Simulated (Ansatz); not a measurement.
Working through a relaxed scan of one distance of C2H2Se, SMILES C=C=[Se]

Computed with Ansatz's Python interface.

Run as a notebook:

In [1]:
```python
import ansatz as az
from ase import Atoms
import numpy as np
```

In [2]:
```python
atoms = Atoms(["C", "C", "Se", "H", "H"], positions=[
    (0.5193, -0.5128, -0.1792),
    (-0.4131, 0.4258, 0.1515),
    (-1.8048, 1.6899, 0.6748),
    (1.3956, -0.1756, -0.8001),
    (0.3529, -1.5009, 0.1116),
])
molecule = az.Crystal.molecule_from_ase(atoms)
```

In [3]:
```python
base = molecule.calculation().basis(gaussian="def2-SVP").functional("b3lyp")
symbols = [site.symbol for site in molecule.cartesian_sites]
pairs = [(0, 1), (0, 3), (0, 4), (1, 2)]
print("held (A)   E (eV)        ", "  ".join(f"{symbols[i]}{i}-{symbols[j]}{j}" for i, j in pairs))
for length in [1.25, 1.36, 1.47, 1.64, 1.84]:
    r = base.relax(constraints=[az.DistanceConstraint((0, 1), at=length)], force_tolerance=0.02, max_steps=60).run().report
    xyz = np.array(r["positions_ang"])
    print(f"{length:6.2f} {r['free_energy_ev']:14.5f}  ", "  ".join(f"{np.linalg.norm(xyz[i] - xyz[j]):.3f}" for i, j in pairs))
```
```text
held (A)   E (eV)         C0-C1  C0-H3  C0-H4  C1-Se2
DeckWarning: relax.constraints: the input's atoms, or those drawn, lie off the distances that are held; a relaxation that starts there is brought onto them ahead of its first SCF, by positions alone, an atom by 5.69e-2 Å at the most. With the symmetry [...]
  1.25   -67445.81170   1.250  1.097  1.097  1.710
  1.36   -67445.88514   1.360  1.095  1.095  1.703
  1.47   -67445.37277   1.470  1.092  1.092  1.696
  1.64   -67444.09657   1.640  1.089  1.089  1.690
  1.84   -67442.68191   1.840  1.100  1.100  1.683
```

The settings weren't tested for convergence. Warnings are shown shortened and without file and line. The energies are electronic: no zero-point or thermal terms, and the basis set is short of its limit. b3lyp holds the VWN-RPA fit, as in Gaussian; the form of ORCA and Turbomole is b3lyp5. Hardware and time: 80 s on 1 thread of Arm Neoverse V1, with other jobs on the host, peak memory 0.19 GiB.
